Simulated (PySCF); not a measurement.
# C2H4BBr: electronic excitations at several levels of theory, part 2 of 2

PySCF 2.14.0. Atoms count from 0. The steps go on from the part before.

### Step 10. Ultraviolet spectrum: PBE0/def2-TZVP

What the job is given:

```
{"job": {"kind": "uv", "xc": "PBE0", "basis": "def2-TZVP"}, "charge": 0, "multiplicity": 1}
B     -1.333547     0.134974     0.052712
C      0.039512    -0.562815     0.111726
C      1.245593    -0.000433    -0.093298
Br     1.573990     1.793254    -0.511745
H     -2.335448    -0.489636     0.310544
H     -1.419537     1.299896    -0.249162
H      0.099018    -1.633389     0.346815
H      2.182559    -0.562645    -0.030894
```

Method: TDDFT PBE0/def2-TZVP, vertical, gas phase, core orbitals frozen in the response.

The log of the run:

```text
coarse grid: 32760 points
cycle   1  E = -2677.1427351919  dE = -8.002e-01  |g| = 4.211e-01  |ddm| = 2.209e+00
cycle   2  E = -2677.0901811631  dE =  5.255e-02  |g| = 5.892e-01  |ddm| = 6.334e-01
cycle   3  E = -2677.1730338351  dE = -8.285e-02  |g| = 1.291e-01  |ddm| = 4.499e-01
cycle   4  E = -2677.1769911618  dE = -3.957e-03  |g| = 2.848e-02  |ddm| = 8.704e-02
cycle   5  E = -2677.1771403293  dE = -1.492e-04  |g| = 1.263e-02  |ddm| = 3.361e-02
cycle   6  E = -2677.1771897881  dE = -4.946e-05  |g| = 1.183e-03  |ddm| = 1.326e-02
cycle   7  E = -2677.1771901580  dE = -3.699e-07  |g| = 3.117e-04  |ddm| = 1.510e-03
final grid: 68192 points
cycle   8  E = -2677.1771816149  dE = -8.892e-09  |g| = 3.529e-04  |ddm| = 1.619e-03
cycle   9  E = -2677.1771815647  dE =  5.025e-08  |g| = 5.698e-04  |ddm| = 5.619e-04
cycle  10  E = -2677.1771816443  dE = -7.965e-08  |g| = 7.959e-05  |ddm| = 3.528e-04
cycle  11  E = -2677.1771816461  dE = -1.789e-09  |g| = 8.548e-06  |ddm| = 7.376e-05
cycle  12  E = -2677.1771816461  dE = -3.456e-11  |g| = 4.299e-06  |ddm| = 8.494e-06
converged SCF energy = -2677.1771816461

Static polarisability (au): isotropic 60.176, principal 37.609 56.638 86.279

Singlet excitations
state   eV       nm        f      main configurations
  1   4.5357    273.4   0.00966   H-1->L 0.90
  2   4.6131    268.8   0.18034   H->L 0.91
  3   5.1468    240.9   0.00020   H-2->L 0.96
  4   5.5398    223.8   0.00209   H-3->L 0.98
  5   6.4114    193.4   0.00048   H->L+1 0.99
  6   6.8621    180.7   0.10116   H-4->L 0.91
  7   6.9932    177.3   0.00818   H-1->L+1 0.95
  8   7.4014    167.5   0.00393   H-5->L 0.95
  9   7.8494    158.0   0.00696   H->L+3 0.94
 10   7.9777    155.4   0.03967   H->L+2 0.83

Triplet excitations (Tamm-Dancoff, eV): 3.0731 4.2739 4.6969 5.0774
```

Wall time 13 s (1 thread of Arm Neoverse V2, shared host); peak memory 0.81 GiB.

Key values: HOMO -7.81 eV, LUMO -2.47 eV; lowest singlet 4.54 eV.

### Step 11. TDDFT and polarisability: PBE0/aug-cc-pVDZ

Settings changed since step 10:

```diff
@@ -1,2 +1,2 @@
-{"job": {"kind": "uv", "xc": "PBE0", "basis": "def2-TZVP"}, "charge": 0, "multiplicity": 1}
+{"job": {"kind": "uv", "xc": "PBE0", "basis": "aug-cc-pVDZ"}, "charge": 0, "multiplicity": 1}
 B     -1.333547     0.134974     0.052712
```

Level: TDDFT PBE0/aug-cc-pVDZ, vertical, gas phase, core orbitals frozen in the response.

The log of the run:

```text
coarse grid: 32760 points
cycle   1  E = -2677.0965719560  dE = -7.611e-01  |g| = 3.144e-01  |ddm| = 7.771e+00
cycle   2  E = -2677.0439350659  dE =  5.264e-02  |g| = 5.436e-01  |ddm| = 1.845e+00
cycle   3  E = -2677.1254408729  dE = -8.151e-02  |g| = 5.226e-02  |ddm| = 9.410e-01
cycle   4  E = -2677.1260755620  dE = -6.347e-04  |g| = 2.477e-02  |ddm| = 1.809e-01
cycle   5  E = -2677.1262356236  dE = -1.601e-04  |g| = 6.941e-03  |ddm| = 7.159e-02
cycle   6  E = -2677.1262516748  dE = -1.605e-05  |g| = 1.355e-03  |ddm| = 1.812e-02
cycle   7  E = -2677.1262521599  dE = -4.852e-07  |g| = 2.945e-04  |ddm| = 4.131e-03
final grid: 68192 points
cycle   8  E = -2677.1262342228  dE = -4.347e-09  |g| = 3.866e-04  |ddm| = 6.620e-03
cycle   9  E = -2677.1262341331  dE =  8.972e-08  |g| = 6.887e-04  |ddm| = 2.081e-03
cycle  10  E = -2677.1262342676  dE = -1.345e-07  |g| = 6.675e-05  |ddm| = 1.228e-03
cycle  11  E = -2677.1262342688  dE = -1.199e-09  |g| = 1.093e-05  |ddm| = 1.784e-04
cycle  12  E = -2677.1262342689  dE = -1.910e-11  |g| = 3.854e-06  |ddm| = 2.714e-05
converged SCF energy = -2677.1262342689

Static polarisability (au): isotropic 63.824, principal 42.764 59.530 89.177

Singlet excitations
state   eV       nm        f      main configurations
  1   4.5316    273.6   0.01367   H-1->L 0.88, H->L 0.09
  2   4.5984    269.6   0.17409   H->L 0.88, H-1->L 0.09
  3   5.1279    241.8   0.00021   H-2->L 0.96
  4   5.5423    223.7   0.00237   H-3->L 0.98
  5   6.2512    198.3   0.00130   H->L+1 0.86, H->L+2 0.10
  6   6.7503    183.7   0.00087   H->L+2 0.87, H->L+1 0.10
  7   6.8110    182.0   0.02230   H-1->L+1 0.72, H-4->L 0.15
  8   6.8582    180.8   0.07860   H-4->L 0.77, H-1->L+1 0.13
  9   7.4125    167.3   0.00083   H-5->L 0.74, H->L+3 0.17
 10   7.4329    166.8   0.03515   H-1->L+2 0.82, H-1->L+1 0.10

Triplet excitations (Tamm-Dancoff, eV): 3.0767 4.2651 4.6799 5.0841
```

Wall time 12 s (1 thread of Arm Neoverse V2, shared host); peak memory 0.7 GiB.

In short: HOMO -7.83 eV, LUMO -2.50 eV; lowest singlet 4.53 eV.

### Step 12. Run by run: electronic excitations

Excitations and ground-state properties, with basis size and wall time:

| run | lowest singlet (eV) | brightest (eV) | f | gap (eV) | α (Å³) | μ (D) | functions | time |
| --- | --- | --- | --- | --- | --- | --- | --- | --- |
| B3LYP/def2-SVPD | 4.38 | 4.50 | 0.176 | 4.92 | 9.54 | 1.46 | 133 | 55 s |
| PBE0/def2-SVPD | 4.52 | 4.61 | 0.181 | 5.34 | 9.43 | 1.48 | 133 | 42 s |
| BHandHLYP/def2-SVPD | 5.02 | 5.02 | 0.233 | 7.29 | 9.21 | 1.46 | 133 | 38 s |
| CAM-B3LYP/def2-SVPD | 4.81 | 4.81 | 0.188 | 7.67 | 9.35 | 1.45 | 133 | 45 s |
| wB97X-D/def2-SVPD | 4.87 | 4.87 | 0.193 | 8.95 | 9.36 | 1.44 | 133 | 42 s |
| LC-wPBE/def2-SVPD | 5.13 | 5.13 | 0.187 | 10.12 | 9.09 | 1.44 | 133 | 60 s |
| PBE0/6-31G* | 4.70 | 4.80 | 0.195 | 5.47 | 7.48 | 1.61 | 82 | 4.6 s |
| PBE0/def2-SVP | 4.52 | 4.67 | 0.186 | 5.35 | 7.72 | 1.50 | 94 | 5.5 s |
| PBE0/def2-TZVP | 4.54 | 4.61 | 0.180 | 5.34 | 8.92 | 1.52 | 165 | 13 s |
| PBE0/aug-cc-pVDZ | 4.53 | 4.60 | 0.174 | 5.33 | 9.46 | 1.49 | 141 | 12 s |

### Step 13. What came out

This closing draws on all 2 parts.

| quantity | value |
| --- | --- |
| lowest singlet (B3LYP/def2-SVPD) | 4.38 eV (283 nm), f = 0.003 |
| brightest single state of those computed | state 2, 4.50 eV, f = 0.176 |
| lowest triplet | 3.10 eV |
| vertical ionisation energy (ΔSCF) | 9.95 eV |
| vertical electron affinity (ΔSCF) | 0.68 eV |
| range of the lowest singlet | 4.38 to 5.13 eV |

What this shows: Single values in the summary come from the first sound run of each kind (B3LYP/def2-SVPD), which need not be the best level. The lowest singlet, at 4.38 eV, is HOMO−1→LUMO 0.96 and is weak; of the 10 states computed, the strongest absorption comes from state 2 at 4.50 eV. The lowest triplet lies 1.28 eV below the lowest singlet (triplets in Tamm-Dancoff, singlets in full TDDFT). The orbital energy would give 7.62 eV for ionisation, ΔSCF gives 9.95 eV. The lowest singlet runs from 4.38 eV (B3LYP/def2-SVPD) to 5.13 eV (LC-wPBE/def2-SVPD), while the orbital gap spans 4.92 to 10.12 eV. The lowest state need not be the same one in every run.
